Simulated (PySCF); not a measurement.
# [Yb(H2CO)]2+: other functionals and bases at one geometry

How far do other levels of theory move the description of [Yb(H2CO)]2+, and what does each cost? The species was built from a template and needn't be a known compound.

The runs use PySCF 2.14.0; several levels, as the steps say, no spin–orbit coupling.

1 further run of the same task is left out (for a known fault of the program).

### Step 1. Where the work starts

5 atoms, charge 2, spin multiplicity 1.

Bond lengths: Yb1–O2 2.270 Å, O2–C3 1.231 Å, C3–H4 1.108 Å, C3–H5 1.108 Å. Angles: Yb1–O2–C3 180.0°, O2–C3–H4 120.5°, O2–C3–H5 120.5°, H4–C3–H5 119.1°.

Coordinates:

| atom | x (Å) | y (Å) | z (Å) |
| --- | --- | --- | --- |
| Yb1 | 0.0000 | 0.0000 | -0.2351 |
| O2 | 0.0000 | 0.0000 | 2.0352 |
| C3 | 0.0000 | 0.0000 | 3.2657 |
| H4 | 0.9548 | 0.0000 | 3.8274 |
| H5 | -0.9548 | 0.0000 | 3.8274 |

Formal oxidation states: Yb +2. Each metal's 14 4f electrons lie in its core potential, so multiplicities, spins and levels count the valence alone. An earlier session relaxed this geometry at PBE0, Yb lcecp-0-SVP with ECP60, O def2-SVP, C def2-SVP, H def2-SVP (singlet, point group C2v).

At PBE0 on the finer grid: E = -146.690303 Eh, frontier levels not given, since the 4f levels lie in the core, Mulliken charge on Yb1 +1.74 e, largest force component 0.003 eV/Å. 

Levels to run: M06-L; BLYP; PBE0, TZVP. Hardware: 2 threads of Arm Neoverse V1, shared host.

### Step 2. M06-L

Contents of run.py (the lines that set the calculation):

```python
mol = gto.M(atom='''
Yb     0.00000     0.00000    -0.23515
O      0.00000     0.00000     2.03516
C      0.00000     0.00000     3.26573
H      0.95485     0.00000     3.82738
H     -0.95485     0.00000     3.82738''',
    basis={'Yb': 'lcecp-0-SVP', 'O': 'def2-SVP', 'C': 'def2-SVP', 'H': 'def2-SVP'},
    ecp={'Yb': 'lcecp-0-SVP'},
    charge=2, spin=0)
mf = dft.RKS(mol, xc='M06L')
mf.grids.atom_grid = (75, 302)  # f atoms: unpruned, at least (60, 302)
mf = mf.density_fit()  # fitting sets: Yb AutoAux, O def2-universal-JKFIT, C def2-universal-JKFIT, H def2-universal-JKFIT
mf.conv_tol = 1e-08; mf.max_cycle = 55
mf.kernel(dm0)  # dm0: the density of the relaxed state
```

Launch:

```sh
> OMP_NUM_THREADS=2 python run.py
```

### Step 3. BLYP

run.py (the lines that set the calculation): that of step 2 with these lines changed.

```diff
@@ -9,3 +9,3 @@
     charge=2, spin=0)
-mf = dft.RKS(mol, xc='M06L')
+mf = dft.RKS(mol, xc='BLYP')
 mf.grids.atom_grid = (75, 302)  # f atoms: unpruned, at least (60, 302)
```

### Step 4. PBE0, TZVP

Basis: Yb lcecp-0-TZVP with ECP60, O def2-TZVP, C def2-TZVP, H def2-TZVP. 

Contents of run.py (the lines that set the calculation):

```python
mol = gto.M(atom='''
Yb     0.00000     0.00000    -0.23515
O      0.00000     0.00000     2.03516
C      0.00000     0.00000     3.26573
H      0.95485     0.00000     3.82738
H     -0.95485     0.00000     3.82738''',
    basis={'Yb': 'lcecp-0-TZVP', 'O': 'def2-TZVP', 'C': 'def2-TZVP', 'H': 'def2-TZVP'},
    ecp={'Yb': 'lcecp-0-TZVP'},
    charge=2, spin=0)
mf = dft.RKS(mol, xc='PBE0')
mf.grids.atom_grid = (75, 302)  # f atoms: unpruned, at least (60, 302)
mf = mf.density_fit()  # fitting sets: Yb AutoAux, O def2-universal-JKFIT, C def2-universal-JKFIT, H def2-universal-JKFIT
mf.conv_tol = 1e-08; mf.max_cycle = 55
mf.kernel(dm0)  # dm0: free metal ions and neutral atoms
```

What does the calculation give? Wanted: for each run, charge on Yb1; dipole; largest force.

**Answer**, as computed:

| level | state | charge on Yb1 (e) | dipole (D) | largest force (eV/Å) | basis functions | time |
| --- | --- | --- | --- | --- | --- | --- |
| PBE0 (relaxed here) | singlet | 1.74 | 2.59 | 0.00 | 69 | 5.1 s |
| M06-L | singlet | 1.77 | 2.35 | 0.24 | 69 | 3.9 s |
| BLYP | singlet | 1.69 | 2.70 | 1.16 | 69 | 2.7 s |
| PBE0, TZVP | singlet | 1.83 | 2.70 | 0.28 | 121 | 6.2 s |

Times are on 2 threads of Arm Neoverse V1, shared host; the first row also made further properties. The dipole of a charged species depends on the origin, so these sizes hold for this origin alone.

The largest leftover force, 1.16 eV/Å with BLYP, stands at a geometry relaxed at another level. The Mulliken charge on Yb spans +1.69 to +1.83 e over the levels. With 4f in the core, its levels are missing from HOMO and gap. Total energies of different levels can't be compared. Spin–orbit coupling is left out throughout.
